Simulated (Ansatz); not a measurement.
**C3H7NSi: up Jacob's ladder to CCSD(T)**

Aim: compute C3H7NSi with functionals from several rungs and with coupled cluster. The yardstick is the atomisation energy at the CCSD(T) limit.

Computed with Ansatz 0.2.0, Gaussian basis. Level: functionals in def2-TZVPP, the program's frozen cores in correlated methods.

Levels to be run: LDA (SPW92), PBE-D4, revPBE-D4, BLYP-D4, r2SCAN-D4, B97M-V, PBE0-D4, B3LYP-D4, r2SCANh-D4, r2SCAN0-D4, HSE06-D4, BHLYP-D4, CAM-B3LYP-D4, LC-ωPBE, ωB97X-V, ωB97M-V, B2PLYP, PBE-QIDH; CCSD(T)/def2-SVP; CCSD(T)/def2-TZVPP; MP2/def2-QZVPP; extrapolation to the limit; RPA on PBE.

### 1 The relaxed structure

All runs share one geometry, relaxed beforehand with PBE0-D4 in a triple-zeta def2 set.

SMILES `C[SiH](C)C#N`, 12 atoms, charge 0, spin multiplicity 1.

Atoms are counted from 1 here; the program's logs count them from 0.

Bond lengths: C1–Si2 1.860 Å, C1–H6 1.092 Å, C1–H7 1.093 Å, C1–H8 1.092 Å, Si2–C3 1.860 Å, Si2–C4 1.862 Å, Si2–H9 1.484 Å, C3–H10 1.092 Å, C3–H11 1.093 Å, C3–H12 1.092 Å, C4–N5 1.152 Å. Angles: Si2–C1–H6 111.0°, Si2–C1–H7 110.3°, Si2–C1–H8 110.8°, H6–C1–H7 108.2°, H6–C1–H8 108.2°, H7–C1–H8 108.2°, C1–Si2–C3 113.6°, C1–Si2–C4 107.5°, C1–Si2–H9 111.3°, C3–Si2–C4 107.5°, C3–Si2–H9 111.3°, C4–Si2–H9 105.2°, Si2–C3–H10 110.8°, Si2–C3–H11 110.2°, Si2–C3–H12 111.0°, H10–C3–H11 108.2°, H10–C3–H12 108.2°, H11–C3–H12 108.2° and more.

### 2 LDA

This LDA is Slater exchange with PW92 correlation.

File in.yaml:

```yaml
crystal:
  periodic: [false, false, false]
  atoms:
    - {symbol: C, position_ang: [-1.574048, -0.409472, -0.327548]}
    - {symbol: Si, position_ang: [-0.024638, 0.197693, 0.504333]}
    - {symbol: C, position_ang: [1.505817, -0.728371, -0.006997]}
    - {symbol: C, position_ang: [0.209680, 1.980005, 0.019476]}
    - {symbol: N, position_ang: [0.355554, 3.077018, -0.301314]}
    - {symbol: H, position_ang: [-2.437619, 0.188657, -0.030438]}
    - {symbol: H, position_ang: [-1.768258, -1.449405, -0.053053]}
    - {symbol: H, position_ang: [-1.478247, -0.354766, -1.414198]}
    - {symbol: H, position_ang: [-0.176463, 0.213786, 1.980883]}
    - {symbol: H, position_ang: [1.646655, -0.678569, -1.088962]}
    - {symbol: H, position_ang: [1.424954, -1.780012, 0.279454]}
    - {symbol: H, position_ang: [2.393712, -0.311665, 0.472364]}
basis:
  gaussian: {orbitals: def2-TZVPP}
hamiltonian: {xc: lda}
output: {orbitals: {seedname: orbitals}}
```

Further steps of the session: PBE-D4 (GGA); revPBE-D4 (GGA); BLYP-D4 (GGA); r2SCAN-D4 (meta-GGA); B97M-V (meta-GGA); PBE0-D4 (hybrid); B3LYP-D4 (hybrid); r2SCANh-D4 (hybrid); r2SCAN0-D4 (hybrid); HSE06-D4 (hybrid); BHLYP-D4 (hybrid); CAM-B3LYP-D4 (range-separated); LC-ωPBE-D4 (range-separated); ωB97X-V (range-separated); ωB97M-V (range-separated); B2PLYP (double hybrid); PBE-QIDH (double hybrid); CCSD(T) in def2-SVP; CCSD(T) in def2-TZVPP; MP2 in def2-QZVPP; RPA on PBE orbitals.

Before running them: what should the planned runs give, taken together? Wanted: atomisation energy, CCSD(T)/CBS; farthest beyond LDA; mean size of error, GGA; mean size of error, meta-GGA; mean size of error, hybrid; mean size of error, range-separated; mean size of error, double hybrid; gap, smallest and largest; T1 diagnostic.

As calculated:

```
                               quantity                                                                                                        value
        atomisation energy, CCSD(T)/CBS                                                                                                4784.2 kJ/mol
 functionals within 23.9 kJ/mol (0.5 %)  revPBE-D4, BLYP-D4, r2SCAN-D4, B97M-V, PBE0-D4, B3LYP-D4, HSE06-D4, CAM-B3LYP-D4, LC-ωPBE, ωB97X-V, ωB97M-V
                    farthest beyond LDA                                                                                     BHLYP-D4 (-120.7 kJ/mol)
                mean size of error, GGA                                                                                                  37.3 kJ/mol
           mean size of error, meta-GGA                                                                                                   5.6 kJ/mol
             mean size of error, hybrid                                                                                                  41.9 kJ/mol
    mean size of error, range-separated                                                                                                  18.7 kJ/mol
      mean size of error, double hybrid                                                                                                  28.5 kJ/mol
              gap, smallest and largest                                                                    6.69 eV (LDA (SPW92)), 14.13 eV (LC-ωPBE)
                          T1 diagnostic                                                                                                       0.0116
triples share of the correlation energy                                                                                                        4.3 %
```

In words: LDA overbinds by 612.0 kJ/mol (13 %). PBE-D4 misses by +91.3 kJ/mol. Double hybrids carry the basis error of their MP2 part in triple zeta, and no dispersion term here, so their miss is partly the set-up's. The rungs meta-GGA, range-separated miss on average by less than the doubt on the reference (23.9 kJ/mol), so they tie. Misses under about 23.9 kJ/mol are within the doubt on the reference itself, which lacks core-valence correlation, relativity and higher excitations. Hartree-Fock recovers 74 % of the binding; the rest is correlation. CCSD(T) in def2-SVP is off by -247.0 kJ/mol, more than most functionals: a good method in a small basis is no reference. The gap grows from 6.7 to 14.1 eV across the functionals, mostly with the share of exact exchange.
